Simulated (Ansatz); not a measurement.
**Ge₂H₄ (triplet): from Hartree-Fock to the top rungs, cc-pVDZ**

The task here is to estimate one member of a computed series from the others.

Program: Ansatz 0.2.0, Gaussian basis. Level of theory: cc-pVDZ, core rule «outside noble gas», up to 28 orbitals frozen. These are calculated values, not measurements.

Plan: UHF; CCSD(T) on ROHF; CCSD(T) on UHF; BCCD(T) on ROHF; CISD; CCSDT(Q) on ROHF; CCSDT(Q) on UHF; CASSCF and NEVPT2, 10 electrons in 10 orbitals.

19 further runs of the same task are left out: 11 that didn't finish, 8 set aside as unsound or not needed.

### The system

The geometry is a PBE0/def2-TZVP stationary point (not a proven minimum) of the parent state, kept for this charge and spin. No spin-orbit coupling is included. The filled d shell of Ge may be among the frozen orbitals whatever the setting's name suggests; the logs give the count.

6 atoms, charge 0, spin multiplicity 3.

Atoms are counted from 1 here; the program's logs count them from 0.

Bond lengths: Ge1–Ge2 2.500 Å, Ge1–H3 1.541 Å, Ge1–H4 1.546 Å, Ge1–H5 1.546 Å, Ge2–H6 1.593 Å. Angles: Ge2–Ge1–H3 118.4°, Ge2–Ge1–H4 108.4°, Ge2–Ge1–H5 108.4°, H3–Ge1–H4 107.6°, H3–Ge1–H5 107.6°, H4–Ge1–H5 105.8°, Ge1–Ge2–H6 92.3°.

Geometry (Å):

```
Ge    0.0000    0.0168    1.2218
Ge    0.0000   -0.0363   -1.2773
H     0.0000    1.3870    1.9258
H     1.2331   -0.7670    1.7257
H    -1.2331   -0.7670    1.7257
H     0.0000    1.5538   -1.3752
```

Set-up of the first run:

Input file in.yaml:

```yaml
crystal:
  periodic: [false, false, false]
  atoms:
    - {symbol: Ge, position_ang: [0.000000, 0.016763, 1.221757]}
    - {symbol: Ge, position_ang: [0.000000, -0.036285, -1.277289]}
    - {symbol: H, position_ang: [0.000000, 1.387006, 1.925829]}
    - {symbol: H, position_ang: [1.233110, -0.766974, 1.725729]}
    - {symbol: H, position_ang: [-1.233110, -0.766974, 1.725729]}
    - {symbol: H, position_ang: [0.000000, 1.553826, -1.375198]}
basis:
  gaussian: {orbitals: cc-pVDZ}
magnetization: {spin_polarized: true, initial_magnetization: 2}
hamiltonian: {xc: hf}
output: {orbitals: {seedname: orbitals}}
```

Started as:

```sh
$ ansatz run in.yaml --threads 1 --pin off --events-out ev --progress --plain --max-ram 2393MiB
```

Steps of the session up to this table: UHF; CCSD(T) on ROHF; CCSD(T) on UHF; BCCD(T) on ROHF; CISD; CCSDT(Q) on ROHF; CCSDT(Q) on UHF; CASSCF and NEVPT2, 10 electrons in 10 orbitals.

One table of the session follows, with a row left open; its other results are not shown here.

It belongs to the step «Misses and costs». 

```
   method  from UCCSDT(Q) (kcal/mol)
     ROHF                    +135.52
      UHF                    +133.55
     RMP2                     +30.78
     UMP2                     +30.54
     CISD                     +15.40
    RCCSD                      +4.50
    UCCSD                      +4.22
 RCCSD(T)                      +1.13
 UCCSD(T)                          ?
  BCCD(T)                      +1.12
   RCCSDT                      +0.37
   UCCSDT                      +0.14
RCCSDT(Q)                      +0.23
UCCSDT(Q)                          0
```

Estimate the missing values for UCCSD(T).

**Answer.** from UCCSDT(Q) (kcal/mol): +0.90. In the column «from UCCSDT(Q) (kcal/mol)» it lies between RCCSDT (+0.37) and BCCD(T) (+1.12).

Left out of the table: CASSCF frontier, NEVPT2 frontier (the active space lost an orbital or holds another state than full CI finds).

Limits of these values: Restricted and unrestricted rows rest on different reference determinants; where their highest levels disagree by more than a few hundredths of an eV, they describe different states and don't form one ladder. Warnings in the runs' records: passed over end.
